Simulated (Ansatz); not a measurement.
# GeNH2+ (quintet): from Hartree-Fock to the top rungs, cc-pVDZ

The task here is to estimate one member of a computed series from the others.

Program: Ansatz 0.2.0, Gaussian basis. Level of theory: cc-pVDZ, core rule «outside noble gas», up to 15 orbitals frozen. These are calculated values, not measurements.

Plan: UHF; CCSD(T) on ROHF; CCSD(T) on UHF; BCCD(T) on ROHF; CISD; CCSDT(Q) on ROHF; CCSDT(Q) on UHF; CASSCF and MRCISD+Q, 10 electrons in 10 orbitals; CASSCF and NEVPT2, 10 electrons in 10 orbitals.

23 further runs of the same task are left out: 6 that didn't finish, 17 set aside as unsound or not needed.

### The geometry

The geometry is a PBE0/def2-TZVP stationary point (not a proven minimum) of the parent state, kept for this charge and spin. No spin-orbit coupling is included. The filled d shell of Ge may be among the frozen orbitals whatever the setting's name suggests; the logs give the count.

4 atoms, charge 1, spin multiplicity 5.

Atoms are counted from 1 here; the program's logs count them from 0.

Bond lengths: Ge1–N2 2.315 Å, N2–H3 1.021 Å, N2–H4 1.021 Å. Angles: Ge1–N2–H3 125.6°, Ge1–N2–H4 125.6°, H3–N2–H4 108.9°.

Coordinates:

```xyz
4

Ge    0.00000    0.00000    0.43190
N     0.00000    0.00000   -1.88335
H     0.00000    0.83087   -2.47727
H     0.00000   -0.83087   -2.47727
```

Set-up of the first run:

Input file in.yaml:

```yaml
crystal:
  periodic: [false, false, false]
  atoms:
    - {symbol: Ge, position_ang: [0.000000, 0.000000, 0.431903]}
    - {symbol: N, position_ang: [0.000000, 0.000000, -1.883353]}
    - {symbol: H, position_ang: [0.000000, 0.830871, -2.477269]}
    - {symbol: H, position_ang: [0.000000, -0.830871, -2.477269]}
basis:
  gaussian: {orbitals: cc-pVDZ}
total_charge: 1
magnetization: {spin_polarized: true, initial_magnetization: 4}
hamiltonian: {xc: hf}
output: {orbitals: {seedname: orbitals}}
```

On the command line:

```
$ ansatz run in.yaml --threads 1 --pin off --events-out ev --progress --plain --max-ram 2393MiB
```

Among the steps run: UHF; CCSD(T) on ROHF; CCSD(T) on UHF; BCCD(T) on ROHF; CISD; CCSDT(Q) on ROHF; CCSDT(Q) on UHF; CASSCF and MRCISD+Q, 10 electrons in 10 orbitals; CASSCF and NEVPT2, 10 electrons in 10 orbitals.

One table of the session follows, with a row left open; its other results are not shown here.

```
          method  from RCCSDT(Q) (meV)
            ROHF               +5452.4
             UHF               +5199.1
            RMP2                     ?
            UMP2                +842.2
            CISD                +408.4
           RCCSD                +154.3
           UCCSD                +120.2
        RCCSD(T)                 +29.5
        UCCSD(T)                  +4.8
         BCCD(T)                 +31.2
          RCCSDT                  +8.8
          UCCSDT                 -16.9
       RCCSDT(Q)                     0
       UCCSDT(Q)                 -25.8
  CASSCF valence               +3267.1
  NEVPT2 valence                +774.8
  MRCISD valence                +179.3
MRCISD+Q valence                 +35.6
```

**Question.** Estimate the row for RMP2.

The run gave: from RCCSDT(Q) (meV): +870.5. In the column «from RCCSDT(Q) (meV)» it lies between UMP2 (+842.2) and CASSCF valence (+3267.1).

Limits of these values: Restricted and unrestricted rows rest on different reference determinants; where their highest levels disagree by more than a few hundredths of an eV, they describe different states and don't form one ladder.
